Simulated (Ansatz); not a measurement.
**C₇H₄: geometry at several levels**

Wanted for C₇H₄: geometry at several levels.

Program: Ansatz 0.2.0. Level of theory: the levels named in each step. These are calculated values, not measurements.

## (1) The system as given

Bond lengths: C1–C2 1.205 Å, C2–C3 1.355 Å, C3–C4 1.212 Å, C4–C5 1.405 Å, C5–C6 1.308 Å, C6–C7 1.291 Å, C1–H8 1.048 Å, C5–H9 1.085 Å, C7–H10 1.076 Å, C7–H11 1.083 Å. Angles: C1–C2–C3 179.9°, C2–C1–H8 179.9°, C2–C3–C4 179.9°, C3–C4–C5 179.0°, C4–C5–C6 123.1°, C4–C5–H9 116.4°, C6–C5–H9 120.5°, C5–C6–C7 179.9°, C6–C7–H10 122.0°, C6–C7–H11 121.8°, H10–C7–H11 116.2°.

As a file:

```xyz
11

C    -3.6489    0.5303    0.0120
C    -2.4880    0.2057    0.0062
C    -1.1835   -0.1613    0.0002
C    -0.0176   -0.4914   -0.0046
C     1.3272   -0.8975   -0.0112
C     2.3282   -0.0551   -0.0042
C     3.3169    0.7746    0.0014
H    -4.6577    0.8145    0.0170
H     1.5073   -1.9674   -0.0223
H     3.7569    1.1309    0.9163
H     3.7509    1.1507   -0.9163
```

## (2) A rough first relaxation, PBE-D4/def2-SVP

Contents of input.yaml:

```yaml
crystal:
  periodic: [false, false, false]
  atoms:
    - { symbol: C, position_ang: [-3.64892, 0.53031, 0.01199] }
    - { symbol: C, position_ang: [-2.48796, 0.20571, 0.00624] }
    - { symbol: C, position_ang: [-1.18351, -0.16125, 0.0002] }
    - { symbol: C, position_ang: [-0.01761, -0.49142, -0.00464] }
    - { symbol: C, position_ang: [1.32722, -0.89754, -0.01125] }
    - { symbol: C, position_ang: [2.32823, -0.05515, -0.00419] }
    - { symbol: C, position_ang: [3.31689, 0.77462, 0.00144] }
    - { symbol: H, position_ang: [-4.65771, 0.81454, 0.01698] }
    - { symbol: H, position_ang: [1.50727, -1.96739, -0.02226] }
    - { symbol: H, position_ang: [3.75685, 1.13093, 0.91635] }
    - { symbol: H, position_ang: [3.75086, 1.15067, -0.91631] }
basis:
  gaussian: { orbitals: def2-SVP }
hamiltonian:
  xc: pbe
  dispersion: d4
relax:
  f_tol: 0.03
  max_steps: 200
```

The run is started by

```console
$ ansatz run input.yaml --threads 4 --pin off --max-ram 10240MiB --backend cpu --events-out ev --progress --plain --runs-dir out
```

After this run come: Relaxation, HF/STO-3G; Relaxation, HF/6-31G*; Relaxation, LDA/def2-SVP; Relaxation, PBE-D4/def2-SVP.

Q: Predict the outcome of this session. Wanted: C1–C2 at PBE-D4/def2-SVP; C2–C3 at PBE-D4/def2-SVP; C3–C4 at PBE-D4/def2-SVP.

**Answer**, as computed:

| quantity | value |
| --- | --- |
| C1–C2 at PBE-D4/def2-SVP | 1.233 Å |
| C2–C3 at PBE-D4/def2-SVP | 1.364 Å |
| C3–C4 at PBE-D4/def2-SVP | 1.238 Å |

**Reading.** The C–C distance spreads over 0.057 Å, from HF/STO-3G (shortest) to PBE-D4/def2-SVP.
